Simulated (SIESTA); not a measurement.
Crystal: Hf2Pd2Se2Br2O3.

```
Hf Pd Se Br O
1.0
     7.58666   -1.70971   -1.17576
     7.58666    1.70971   -1.17576
    -2.02446    0.00000   13.05155
Hf Pd Se Br O
2 2 2 2 3
Direct
  0.94514 0.94514 0.06144
  0.60628 0.60628 0.28309
  0.17920 0.17920 0.50964
  0.32286 0.32286 0.74307
  0.92232 0.92232 0.84566
  0.78991 0.78991 0.58800
  0.58645 0.58645 0.04520
  0.24604 0.24604 0.28651
  0.59701 0.59701 0.42127
  0.38554 0.38554 0.07302
  0.03094 0.03094 0.22169
```

The cell was built by a generator and needn't be a form met in nature.

| Property | Result |
| --- | --- |
| Program | SIESTA 5.4.2 |
| Task | single point |
| Functional | PBE |
| Potentials or basis | PseudoDojo 0.4 standard (PBE files) |
| Basis | DZP (energy shift 0.003 Ry; two zetas on semicore shells) |
| Grid cutoff | 800 Ry |
| Energy shift | 0.003 Ry |
| k mesh | 8 × 8 × 2 |
| Occupations | fermi-dirac, width 0.05 eV |
| Spin | no spin polarisation |

On this cell: pressure 1.6 GPa; largest force 0.848 eV/Å; band gap on the k mesh 0.81 eV, indirect (least direct gap 0.85 eV).

The same run follows on a disturbed copy (atoms moved at random, drawn with an rms of 0.05 Å):

```xyz
11
Lattice="7.5867 -1.7097 -1.1758 7.5867 1.7097 -1.1758 -2.0245 0.0000 13.0516" Properties=species:S:1:pos:R:3 pbc="T T T"
Hf   14.1965    0.0171   -1.4564
Hf    8.5983   -0.0246    2.2452
Pd    1.6881   -0.0452    6.2111
Pd    3.3964   -0.0130    8.9476
Se   12.2960   -0.0483    8.8840
Se   10.8429    0.0061    5.7908
Br    8.7909   -0.0079   -0.7798
Br    3.1814   -0.0454    3.1526
O     8.1836    0.0290    4.1432
O     5.6932    0.0224    0.0177
O     0.0096    0.0323    2.8124
```

Task: What changes?

Result: The energy moves by +5.1 meV/atom; pressure 0.8 GPa; largest force 1.621 eV/Å; band gap on the k mesh 0.77 eV, indirect (least direct gap 0.80 eV).

Forces in eV/Å, atoms in the order of the input:
```
Hf   0.152  0.083 -0.015
Hf   0.456  0.593  1.438
Pd  -0.388  0.686 -0.253
Pd  -0.438 -0.300 -0.205
Se   0.507  0.366  0.180
Se   0.367 -0.416 -0.072
Br   0.209  0.046 -0.011
Br  -0.340  0.090 -0.001
O    0.147 -0.356 -1.193
O   -0.387 -0.121  0.154
O   -0.285 -0.671 -0.022
```

Stress tensor (GPa, compression positive):
```
 0.53  0.56  0.68
 0.56  2.07  0.17
 0.68  0.17 -0.33
```

Caveats: short orbitals over semicore shells can move pressures by several GPa; spin-orbit coupling is left out, which moves the levels of the heavy elements; the basis of atomic orbitals isn't converged, which shifts pressures, moduli and gaps.

A k mesh can miss the band edges.
